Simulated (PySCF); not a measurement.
# NiS₂: structure of the singlet

Where does singlet NiS₂ go from a PBE0 minimum start, is the end point a minimum, and what are its modes, charges and moments?

Method: wB97X, basis Ni def2-TZVP, S def2-TZVP, no relativity, density fitting; program: PySCF 2.14.0.

### Step 1. The system as given

3 atoms, charge 0, spin multiplicity 1.

Bond lengths: Ni1–S2 2.119 Å, Ni1–S3 2.119 Å, S2–S3 2.032 Å. Angles: S2–Ni1–S3 57.3°, Ni1–S2–S3 61.3°, Ni1–S3–S2 61.3°.

Z-matrix (Å, degrees; charge 0 multiplicity 1):
```
Ni
S  1 2.1188
S  2 2.0325 1 61.34
```

### Step 2. The SCF at the typed geometry

One driver script runs all steps and calls PySCF; scf.py shows how it sets up the SCF of each step. The optimiser is the driver's own. The state is first sought with PBE0. After this first run the driver tries any further starts and a stability analysis.

File scf.py:

```python
from pyscf import gto, scf, dft
mol = gto.M(atom='''
Ni    -0.000000     0.000000    -0.975420
S      1.016240    -0.000000     0.883720
S     -1.016240     0.000000     0.883720''',
    basis={'Ni': 'def2-TZVP', 'S': 'def2-TZVP'},
    charge=0, spin=0)
mf = dft.RKS(mol, xc='PBE0')
mf.grids.atom_grid = (50, 194)
aux = {'Ni': 'def2-universal-JKFIT', 'S': 'def2-universal-JKFIT'}
mf = mf.density_fit(auxbasis=aux)
mf.conv_tol = 1e-08
mf.diis_space = 10
mf.max_cycle = 60
mf.init_guess = 'minao'
mf.verbose = 4
mf.kernel()
```

Command:

```sh
$ OMP_NUM_THREADS=4 python axn.py task.json out
```

The log of the run, shortened:

```text
[... the frontier levels of the middle cycles are left out ...]
init E= -2303.74396464424
cycle= 1 E= -2279.12648623014  delta_E= 24.6  |g|= 9.91  |ddm|= 8.93
  HOMO = -1.73059278553046  LUMO = -1.71291218594652  gap/eV = 0.48111
cycle= 2 E= -2220.66060925025  delta_E= 58.5  |g|= 19.5  |ddm|= 18.1
  HOMO = -0.572489959903432  LUMO = -0.452878531160245  gap/eV = 3.25479
cycle= 3 E= -2279.05078717112  delta_E= -58.4  |g|= 13.4  |ddm|= 12.4
cycle= 4 E= -2288.63591380131  delta_E= -9.59  |g|= 10.7  |ddm|= 3.62
cycle= 5 E= -2293.99247649903  delta_E= -5.36  |g|= 8.79  |ddm|= 2.15
cycle= 6 E= -2298.01343085537  delta_E= -4.02  |g|= 6.61  |ddm|= 2.35
cycle= 7 E= -2302.38007024935  delta_E= -4.37  |g|= 3.98  |ddm|= 3.32
cycle= 8 E= -2302.90964418665  delta_E= -0.53  |g|= 2.48  |ddm|= 1.54
cycle= 9 E= -2303.22473279628  delta_E= -0.315  |g|= 2.39  |ddm|= 2.51
cycle= 10 E= -2303.97274104292  delta_E= -0.748  |g|= 1.33  |ddm|= 0.838
cycle= 11 E= -2304.08286784923  delta_E= -0.11  |g|= 0.817  |ddm|= 0.215
cycle= 12 E= -2304.18093197199  delta_E= -0.0981  |g|= 0.0702  |ddm|= 0.428
cycle= 13 E= -2304.18195410647  delta_E= -0.00102  |g|= 0.054  |ddm|= 0.0864
cycle= 14 E= -2304.18222727017  delta_E= -0.000273  |g|= 0.0452  |ddm|= 0.0477
cycle= 15 E= -2304.18241969421  delta_E= -0.000192  |g|= 0.0232  |ddm|= 0.0122
cycle= 16 E= -2304.18248388498  delta_E= -6.42e-05  |g|= 0.00626  |ddm|= 0.00952
cycle= 17 E= -2304.18248846201  delta_E= -4.58e-06  |g|= 0.000983  |ddm|= 0.00315
cycle= 18 E= -2304.18248857838  delta_E= -1.16e-07  |g|= 0.000243  |ddm|= 0.000536
cycle= 19 E= -2304.18248858653  delta_E= -8.15e-09  |g|= 1.39e-05  |ddm|= 0.000185
  HOMO = -0.195332637646104  LUMO = -0.145678862816833  gap/eV = 1.35115
Extra cycle  E= -2304.18248858608  delta_E= 4.43e-10  |g|= 7.11e-05  |ddm|= 3.62e-05
converged SCF energy = -2304.18248858608
```

This step, with its further starts and checks, needed 6.2 s of wall time on 4 threads of Arm Neoverse V1, shared host.

The first run landed in a state that is too high. Following the other starts and the instabilities gains 85.7 kJ/mol (-2304.21512 Eh), and the work goes on from there.

### Step 3. Relaxation: PBE0 minimum start, singlet

The program finds C2v symmetry in the start, which this walk keeps. Threshold on the gradient: 0.0003 Eh/bohr, with a further test on the energy change.

Changes to scf.py since step 2:

```diff
@@ -3,3 +3,3 @@
-Ni    -0.000000     0.000000    -0.975420
-S      1.016240    -0.000000     0.883720
-S     -1.016240     0.000000     0.883720''',
+Ni     0.000000     0.000000    -0.975399
+S      1.016240     0.000000     0.883741
+S     -1.016240     0.000000     0.883741''',
@@ -8 +8 @@
-mf = dft.RKS(mol, xc='PBE0')
+mf = dft.RKS(mol, xc='WB97X')
@@ -15 +14,0 @@
-mf.init_guess = 'minao'
```

The optimiser's trace:

| step | energy (Eh) | change (kJ/mol) | largest symmetric gradient (Eh/bohr) |
| --- | --- | --- | --- |
| 0 | -2304.750515 | 0.00 | 0.00728 |
| 1 | -2304.750644 | -0.34 | 0.00063 |
| 2 | -2304.750645 | -0.34 | 0.00004 |

The walk took 6.1 s.

Positions (Å) and forces (eV/Å) along the way:

```
step 0
Ni   0.000   0.000  -0.975   0.000   0.000   0.044
S    1.016   0.000   0.884  -0.374   0.000  -0.022
S   -1.016   0.000   0.884   0.374   0.000  -0.022
step 1
Ni   0.000   0.000  -0.977   0.000   0.000   0.008
S    1.008   0.000   0.885  -0.032   0.000  -0.004
S   -1.008   0.000   0.885   0.032   0.000  -0.004
step 2
Ni   0.000   0.000  -0.977   0.000   0.000   0.002
S    1.007   0.000   0.885   0.001   0.000  -0.001
S   -1.007   0.000   0.885  -0.001   0.000  -0.001
```

End point (C2v, 2 steps, 0.3 kJ/mol gained): Ni–S 2.116 Å (×2), S–S 2.014 Å; Ni–S–S 61.6° (×2), S–Ni–S 56.8°.

### Step 4. Vibrations and properties at this point

On the finer grid the gradient is checked again; gradients at displacements of ±0.02 bohr then give force constants and infrared intensities.

Changes to scf.py since step 3:

```diff
@@ -3,3 +3,3 @@
-Ni     0.000000     0.000000    -0.975399
-S      1.016240     0.000000     0.883741
-S     -1.016240     0.000000     0.883741''',
+Ni     0.000000     0.000000    -0.976751
+S      1.007156     0.000000     0.884954
+S     -1.007156     0.000000     0.884954''',
@@ -9 +9 @@
-mf.grids.atom_grid = (50, 194)
+mf.grids.atom_grid = (75, 302)
@@ -12 +12 @@
-mf.conv_tol = 1e-08
+mf.conv_tol = 1e-10
```

This SCF starts from the last density.

Log of the central SCF (cycles and frontier levels):

```text
init E= -2304.74996390653
  HOMO = -0.275790700589695  LUMO = -0.0471105358110435  gap/eV = 6.22270
cycle= 1 E= -2304.74996390647  delta_E= 5.91e-11  |g|= 2.7e-05  |ddm|= 9.68e-06
  HOMO = -0.275790849246011  LUMO = -0.0471142302684093  gap/eV = 6.22261
cycle= 2 E= -2304.74996390583  delta_E= 6.4e-10  |g|= 8.93e-05  |ddm|= 3.01e-05
  HOMO = -0.275790672839598  LUMO = -0.0471113883759422  gap/eV = 6.22268
cycle= 3 E= -2304.74996390654  delta_E= -7.12e-10  |g|= 6.34e-07  |ddm|= 2.28e-05
  HOMO = -0.275790699178891  LUMO = -0.0471113655371518  gap/eV = 6.22268
cycle= 4 E= -2304.74996390652  delta_E= 1.46e-11  |g|= 4.41e-07  |ddm|= 1.31e-06
  HOMO = -0.275790670807144  LUMO = -0.0471113876492915  gap/eV = 6.22268
Extra cycle  E= -2304.74996390654  delta_E= -1.73e-11  |g|= 8.81e-07  |ddm|= 1.12e-06
converged SCF energy = -2304.74996390654
```

The whole step took 28 s.

Geometry: C2v; Ni–S 2.117 Å (×2), S–S 2.014 Å; Ni–S–S 61.6° (×2), S–Ni–S 56.8°.

Modes, for the most abundant isotopes:

```csv
symmetry,ω (cm⁻¹),IR (km/mol),μ (u)
b2,333,3.8,35.12
a1,410,1.3,40.64
a1,620,3.6,32.69
```

μ is the mass of the mode for normalised Cartesian displacements, not the reduced mass of the usual diatomic formula.

All wavenumbers are real: a minimum.

Properties at this point:

| Quantity | Value |
| --- | --- |
| Dipole moment | 4.63 D |
| Highest occupied level | -7.50 eV |
| Lowest empty level | -1.28 eV |
| Rotational constants | 0.2599, 0.16, 0.09904 cm⁻¹ |
| Zero-point energy | 8.1 kJ/mol |
| Principal polarisabilities | 36.6, 57.6, 59.7 bohr³ |
| Atomisation energy without zero-point energy | 644 kJ/mol |
| Principal traceless quadrupole moments about the centre of mass | -6.15, -2.10, 8.26 D Å |
| Entropy at 298.15 K and 1 bar | 280.4 J/(mol K) |
| Heat capacity Cp at 298.15 K | 50.2 J/(mol K) |
| Enthalpy at 298.15 K above 0 K | 12.10 kJ/mol |
| Rotational symmetry number | 2 |

Populations by atom (charges in e):

| atom | Mulliken | Löwdin | polar tensor | Mayer order to Ni1 |
| --- | --- | --- | --- | --- |
| Ni1 | 0.43 | -0.15 | 0.45 | – |
| S2,3 | -0.22 | 0.07 | -0.22 | 0.91 |

Mulliken populations on Ni1: s 6.35, p 12.17, d 9.05, f 0.00.

### Step 5. Results

```
                                 quantity                                                            value
                                  minimum                                                     singlet, C2v
                                 geometry  Ni–S 2.117 Å (×2), S–S 2.014 Å; Ni–S–S 61.6° (×2), S–Ni–S 56.8°
                       wavenumbers (cm⁻¹)                                     333 (b2), 410 (a1), 620 (a1)
                            dipole moment                                                           4.63 D
     highest occupied, lowest empty level                                                  -7.50, -1.28 eV
               polar-tensor charge of Ni1                                                          +0.45 e
                        zero-point energy                                                       8.1 kJ/mol
                      entropy at 298.15 K                                                  280.4 J/(mol K)
atomisation energy (no zero-point energy)                                                       644 kJ/mol
```

What this shows: The PBE0 minimum start keeps its C2v symmetry and ends in a minimum. The strongest infrared band lies at 333 cm⁻¹ (b2). The first SCF alone would have been 86 kJ/mol too high. Other starts or spin states, not run here, may lie lower. Whether spin polarisation would lower the closed shell was not checked.

The search up to here took 41 s.
